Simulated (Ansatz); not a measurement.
What does this script print? It uses Ansatz 0.2.0 through its Python package.

Script `ti_compress.py`:
```python
"""Volume and enthalpy of Ti against pressure."""

import warnings

import ansatz as az
import numpy as np

FILLING = "cold"
SMEARING_WIDTH = 0.1
KSPACING = 0.2
ECUT = 420
FUNCTIONAL = "lda"

def edges_and_angles(cell):
    cell = np.asarray(cell)
    a, b, c = np.linalg.norm(cell, axis=1)
    cosines = cell[1] @ cell[2] / (b * c), cell[0] @ cell[2] / (a * c), cell[0] @ cell[1] / (a * b)
    return (a, b, c, *np.degrees(np.arccos(cosines)))


def main() -> None:
    warnings.simplefilter("ignore", az.DeckWarning)

    crystal = (
        az.Lattice.of([4.6, 0.0, 0.0], [-2.3, 3.983717, 0.0], [0.0, 0.0, 2.82])
        .atom("Ti", [0.0, 0.0, 0.0])
        .atom("Ti", [1 / 3, 2 / 3, 0.5])
        .atom("Ti", [2 / 3, 1 / 3, 0.5])
    )

    model = crystal.calculation()
    model = model.occupations(FILLING, width=SMEARING_WIDTH).kpoints(spacing=KSPACING)
    model = model.basis(ECUT)
    model = model.functional(FUNCTIONAL)

    # H = F + PV, with 1 GPa A^3 = 1/160.21766 eV
    rows = []
    for pressure in [0, 5, 10, 20]:
        done = model.relax(cell=True, pressure=pressure).run()
        cell = done.lattice.cell_ang
        n_atoms = len(done.lattice.sites)
        volume = abs(np.linalg.det(cell)) / n_atoms
        enthalpy = done.report["free_energy_ev"] / n_atoms + pressure * volume / 160.21766
        rows.append((pressure, volume, enthalpy, *edges_and_angles(cell)))
        print(f"{pressure} GPa done: {volume:.4f} A^3/atom")

    print(" P (GPa)  V (A^3/atom)  H (eV/atom)     a       b       c")
    for row in rows:
        print("{:8.1f} {:12.4f} {:14.5f} {:7.4f} {:7.4f} {:7.4f}".format(*row[:6]))
    p, v = np.array([row[0] for row in rows], float), np.array([row[1] for row in rows])
    print("mean bulk modulus between rows (GPa):", np.round(-np.diff(p) / np.diff(np.log(v)), 1))


if __name__ == "__main__":
    main()
```

```console
$ python ti_compress.py
0 GPa done: 15.8453 A^3/atom
5 GPa done: 15.2751 A^3/atom
10 GPa done: 14.7831 A^3/atom
20 GPa done: 13.9732 A^3/atom
 P (GPa)  V (A^3/atom)  H (eV/atom)     a       b       c
     0.0      15.8453    -2450.32562  4.4527  4.4527  2.7685
     5.0      15.2751    -2449.84037  4.3965  4.3965  2.7375
    10.0      14.7831    -2449.37157  4.3472  4.3472  2.7098
    20.0      13.9732    -2448.47517  4.2635  4.2635  2.6629
mean bulk modulus between rows (GPa): [136.4 152.7 177.5]
```

The volume falls from 15.85 Å³ an atom at 0 GPa to 13.97 at 20 GPa, by 11.8 %. Between 0 and 5 GPa, -V dP/dV is about 136 GPa, a mean over that step.

Caveats:
- Absolute energies stand on the zero of these potentials, so only differences at equal settings mean something.
- At a fixed pressure a relaxation lowers the enthalpy F + PV, while F alone can rise.
- This isn't the structure that Ti takes at ambient conditions.
- Symmetry holds the cell in this phase, whether or not it is the stable one at each pressure.
- Processor time in the engine: 74 s on 1 thread of Intel(R) Xeon(R) Processor @ 2.30GHz, with other jobs on the host, peak memory 0.55 GiB.
